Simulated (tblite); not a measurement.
# CH14N2Si4: the cost of one run

Computed with tblite 0.8.0 and PySCF 2.14.0; each step states its level. No surroundings beyond the atoms listed, unless a continuum is named. Atoms count from 0, parts from 1.

### Step 1. The system as given

21 atoms, charge 0, multiplicity 1; geometry: distance geometry start.

### Step 2. Geometry optimisation with GFN2-xTB

What the job is given:

```
{"job": {"kind": "relax", "xc": "GFN2-xTB", "basis": "xTB"}, "charge": 0, "multiplicity": 1}
Si     0.787877     0.242034     0.187147
Si     2.158254    -0.229639     1.870916
N     -0.818607     0.756183     0.836356
Si    -2.267494     0.325165    -0.184236
N      1.499456     1.634777    -0.782080
Si     1.307353     3.294076    -0.055029
C      0.605921    -1.215123    -0.885302
H      2.983099    -1.327842     1.499807
H      1.371637    -0.585624     3.009395
H      2.943673     0.888004     2.177804
H     -0.868438     1.688419     1.290695
H     -1.906801     0.368093    -1.549963
H     -3.329772     1.198381     0.083683
H     -2.683675    -1.032890     0.145559
H      2.405440     1.433828    -1.242860
H      0.963912     3.189915     1.287970
H      0.308797     3.993316    -0.788238
H      2.559077     3.971543    -0.186303
H     -0.395220    -1.541448    -0.888472
H      0.855677    -0.987090    -1.873083
H      1.223727    -1.982268    -0.551230
```

With the program's defaults for keys left out, this is: GFN2-xTB geometry optimisation, gas phase.

Launch:

```console
$ OMP_NUM_THREADS=1 python cluster_run.py task.json out
```

This one command runs all jobs of the session in turn.

**Question.** How long does this first job take on 1 thread of Arm Neoverse N1, shared host?

About 24 s.
